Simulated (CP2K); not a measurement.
Crystal: Ba2Tl5V3O12.

```
Ba V Tl O
1.0
     6.65293    0.00000    0.00000
     2.92280    8.34314    0.00000
     2.72894    2.44382    9.18893
Ba V Tl O
2 3 5 12
Direct
  0.80419 0.04665 0.02264
  0.21205 0.95157 0.34012
  0.74540 0.70796 0.33582
  0.25963 0.26599 0.03225
  0.04074 0.07695 0.66106
  0.25636 0.39847 0.35003
  0.58966 0.34866 0.60553
  0.57327 0.88069 0.66842
  0.74552 0.49664 0.11648
  0.11891 0.64206 0.74303
  0.28433 0.09717 0.54175
  0.85350 0.49575 0.34386
  0.40255 0.20448 0.17282
  0.88414 0.05377 0.55967
  0.14017 0.47956 0.98899
  0.54627 0.73631 0.48712
  0.90594 0.24279 0.73262
  0.61543 0.80058 0.18857
  0.05538 0.16451 0.10164
  0.08209 0.90404 0.80708
  0.44178 0.20123 0.89187
  0.94269 0.80417 0.30862
```

The cell was built by a generator and needn't be a form met in nature.

Base run:

| Quantity | Value |
| --- | --- |
| Program | CP2K 2026.2 |
| Functional | PBE |
| Potentials or basis | GTH_POTENTIALS Ba GTH-PBE-q10, V GTH-PBE-q13, Tl GTH-PBE-q13, O GTH-PBE-q6; DZVP-MOLOPT-SR-GTH basis |
| Density cutoff | 12245 eV |
| k mesh | 4 × 3 × 3 |
| Occupations | fermi-dirac, width 0.05 eV |
| Spin | collinear spin, ferromagnetic start |
| Starting moments | [0.0, 0.0, 2.0, 2.0, 2.0, 0.0, 0.0, 0.0, 0.0, 0.0, 0.0, 0.0, 0.0, 0.0, 0.0, 0.0, 0.0, 0.0, 0.0, 0.0, 0.0, 0.0] μB |

Its results: band gap on the k mesh 2.83 eV, indirect (least direct gap 2.98 eV); pressure 0.8 GPa; net moment 0.00 μB per cell; largest force 0.118 eV/Å.

Problem. The run is repeated on the same cell with these changes: functional from PBE to LDA. What comes out?

Solution. Band gap on the k mesh 2.70 eV, indirect (least direct gap 2.86 eV); pressure -3.3 GPa; net moment 0.00 μB per cell; largest force 0.412 eV/Å.

LDA binds more tightly than PBE, so the same cell stands under less pressure.

Caveats: spin-orbit coupling is left out, which as a rule narrows the gap of such compounds by several tenths of an eV; an odd mesh through Γ misses points on the zone boundary, where band edges often lie; the basis of atomic orbitals isn't converged, which shifts pressures, moduli and gaps; the potentials were made for another functional, which shifts forces and pressure (some runs).

Not every run made on this cell is shown here.
